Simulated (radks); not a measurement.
# He⁺ in 2p1: an all-electron calculation

An exercise on one series of results from a longer session: the logs are not shown, and one member is left open.

Program: radks (a radial shooting solver on a logarithmic mesh, Libxc functionals) version 1. Level of theory: non-relativistic Kohn-Sham, exchange-only r2SCAN, spin-polarised, spherical densities, point nucleus; open shells are filled with parallel spins first. These are calculated values, not measurements, unless marked.

## The system

- element: helium (Z = 2)
- charge: +1
- electrons: 1
- configuration: 2p1

The outer shells:

He⁺
```
2p [↑ ][  ][  ]
```

Set-up of the first run:

The run's settings:

```text
Z 2
configuration 2p1
relativity non-relativistic
functional r2scan,
spin polarised
nucleus point
```

One table of the session follows, with a row left open; its other results are not shown here.

It belongs to the step «Shells». Radial density 4πr²ρ:

| r (bohr) | 4πr²ρ (e/bohr) |
| --- | --- |
| 0.0930 | 6.918e-05 |
| 0.123 | 0.0001998 |
| 0.163 | 0.0005661 |
| 0.215 | 0.001564 |
| 0.285 | 0.004180 |
| 0.377 | 0.01069 |
| 0.499 | 0.02586 |
| 0.660 | 0.05827 |
| 0.881 | 0.1225 |
| 1.17 | 0.2187 |
| 1.54 | 0.3247 |
| 2.04 | 0.3782 |
| 2.70 | 0.3241 |
| 3.57 | 0.1832 |
| 4.73 | 0.05988 |
| 6.25 | ? |
| 8.27 | 0.0006414 |

Q: Estimate the row for r (bohr) = 6.25 from the others.

Worked estimate for «4πr²ρ (e/bohr)». A straight line through the neighbours (4.73, 0.05988) and (8.27, 0.0006414) gives 0.05988 + (0.0006414 − 0.05988) × (6.25 − 4.73) / (8.27 − 4.73) = 0.034444; a parabola fitted to 3 rows on both sides gives -0.024074, of a sign that no row has.

**Answer.** 4πr²ρ (e/bohr): 0.009662. In «4πr²ρ (e/bohr)» the line misses by +0.024782 and the parabola by -0.033736. Between these rows the values bend or scatter more than so simple an estimate can follow.
